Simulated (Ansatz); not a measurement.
# As2 (SMILES [As]#[As]): levels of theory compared

We compute a comparison of 5 runs (BLYP/STO-3G, PBE0/STO-3G, UB3LYP/STO-3G, revPBE/STO-3G, MP2/STO-3G) of As2. 

Program for the calculation: Ansatz 0.2.0.

42 further runs of the same task are left out: 20 that didn't finish, 22 set aside as unsound or not needed.

### 1 The molecule

The species is As2 (2 atoms), meant as a singlet with charge 0. As SMILES, `[As]#[As]`. The As2–As1 distance was set to 4.178 Å, away from the relaxed value.

### 2 The energy at BLYP/STO-3G (run 1)

Input file input.yaml:

```yaml
crystal:
  periodic: [false, false, false]
  atoms:
    - {symbol: As, position_ang: [0.000000, -0.000000, -2.086510]}
    - {symbol: As, position_ang: [-0.000000, 0.000000, 2.091490]}
basis:
  gaussian:
    orbitals: STO-3G
hamiltonian:
  xc: {name: BLYP}
accuracy: high
```

Launch:

```sh
$ ansatz run input.yaml --threads 1 --pin off --max-ram 3480MiB --events-out events.jsonl --progress --plain --runs-dir runs
```

The log of the run:

```text
Warning: RAYON_NUM_THREADS=1 ignored (pool sized by the plan → 1); use --threads N
Functional definition: BLYP
  name "BLYP"
  parameter beta = 0.0042
  parameter a = 0.04918
  parameter b = 0.132
  parameter c = 0.2533
  parameter d = 0.349
  exchange = b88_x(beta = beta)
  correlation = lyp_c(a = a, b = b, c = c, d = d)
383 factors; integrals over basis functions are off by at most 5.1e-9 eV
mean field evaluation 1: about -120291.1281 eV, gradient 5.7e-1 eV
mean field evaluation 2: about -120291.1286 eV, gradient 2.2e-1 eV
mean field evaluation 4: about -120290.7549 eV, gradient 1.1e1 eV
mean field evaluation 8: about -120291.1253 eV, gradient 9.8e-8 eV
mean field evaluation 16: about -120290.8721 eV, gradient 5.1e-2 eV
mean field evaluation 32: about -120290.9987 eV, gradient 2.6e-2 eV
mean field evaluation 64: about -120291.0549 eV, gradient 1.6e-1 eV
mean field -120291.12530299 eV, -4420.6173186316 hartree, gradient 1.8e-8 eV, S^2 0.000000; 8 other end points of the search recorded, 0 dependent functions left out
reference -120291.12534656 eV, -4420.6173202328 hartree; 33, 33 occupied and 3, 3 virtual orbitals, 383 factors
Total energy: -120291.12534656 eV, -4420.6173202328 hartree
```

Run time: 3.9 s. Hardware: 1 thread of Arm Neoverse V1, shared host; peak memory 0.093 GiB.

### 3 The energy at PBE0/STO-3G (run 2)

Edit input.yaml of step 2 so:

```diff
@@ -9,3 +9,3 @@
 hamiltonian:
-  xc: {name: BLYP}
+  xc: {name: PBE0}
 accuracy: high
```

Launch:

```sh
$ ansatz run input.yaml --threads 1 --pin off --max-ram 3480MiB --events-out events.jsonl --progress --plain --runs-dir runs
```

The log of the run, shortened:

```text
Warning: RAYON_NUM_THREADS=1 ignored (pool sized by the plan → 1); use --threads N
Functional definition: PBE0
  name "PBE0"
[...]
383 factors; integrals over basis functions are off by at most 5.1e-9 eV
[...]
mean field -120283.56256250 eV, -4420.3393930449 hartree, gradient 5.8e-8 eV, S^2 0.000000; 24 other end points of the search recorded, 0 dependent functions left out
reference -120283.56256391 eV, -4420.3393930967 hartree; 33, 33 occupied and 3, 3 virtual orbitals, 383 factors
Total energy: -120283.56256391 eV, -4420.3393930967 hartree
```

Run time: 11 s. Hardware: 1 thread of Arm Neoverse V1, shared host; peak memory 0.1 GiB.

Runs 3 to 4 aren't shown in full; the table further down has their settings and results.

### 4 A single-point energy at MP2/STO-3G (run 5)

Edit input.yaml of step 3 so:

```diff
@@ -8,4 +8,5 @@
     orbitals: STO-3G
-hamiltonian:
-  xc: {name: PBE0}
+correlation:
+  method: mp2
+  frozen_orbitals: {As: 9}
 accuracy: high
```

Launch:

```sh
$ ansatz run input.yaml --threads 1 --pin off --max-ram 3480MiB --events-out events.jsonl --progress --plain --runs-dir runs
```

The log of the run, shortened:

```text
Warning: RAYON_NUM_THREADS=1 ignored (pool sized by the plan → 1); use --threads N
Functional definition: HF
  name "HF"
[...]
383 factors; integrals over basis functions are off by at most 5.1e-9 eV
[...]
mean field -120224.47006006 eV, -4418.1677836346 hartree, gradient 3.4e-8 eV, S^2 0.000000; 30 other end points of the search recorded, 0 dependent functions left out; unrestricted orbitals would lower it
unrestricted determinant -120231.20245460 eV, -4418.4151945703 hartree, S^2 2.9935
18 core orbitals not correlated: weight in the atoms' cores, before any rotation towards them, 1.000 or more for the frozen orbitals, at most 0.000 for the correlated occupied ones
reference -120224.47006006 eV, -4418.1677836346 hartree; 15, 15 occupied and 3, 3 virtual orbitals, 383 factors
second order -2.76795781 eV of doubles, -0.00000000 eV of singles
WARN: the method's energy lies above the unrestricted determinant's, so it is not that of the lowest state
Total energy: -120227.23801787 eV, -4418.2695042078 hartree
```

Wall time 3.3 s (1 thread of Arm Neoverse V1, shared host); peak memory 0.12 GiB.

### 5 The series

```csv
run,level,frozen core orbitals,energy (Eh),wall time
1,BLYP/STO-3G,–,-4420.617320,3.9 s
2,PBE0/STO-3G,–,-4420.339393,11 s
3,UB3LYP/STO-3G,–,-4420.943794,24 s
4,revPBE/STO-3G,–,-4420.419270,5.1 s
5,MP2/STO-3G,18,-4418.269504,3.3 s
```

### 6 What came out

| quantity | value |
| --- | --- |
| run 5: total energy | -4418.26950 Eh |
| run 5: correlation energy (18 core orbitals frozen) | -101.7 mEh |

In words: Totals of different functionals can't be ranked against each other. In run 5 the log says that unrestricted orbitals would lower the reference, so the values rest on an unstable closed-shell determinant (other closed-shell runs at this shape may share the fault). In runs 1, 2, 3, 4, 5 the basis is minimal, so the values are rough. In runs 1, 2, 4, 5 a closed-shell determinant meets a far-stretched bond, which it describes badly. Spin contamination of the reference: run 3 ⟨S²⟩ = 2.97. Where it is this large, the reference is a mixture of spin states, and values that rest on it are in doubt. All runs together took 48 s, the longest 24 s.
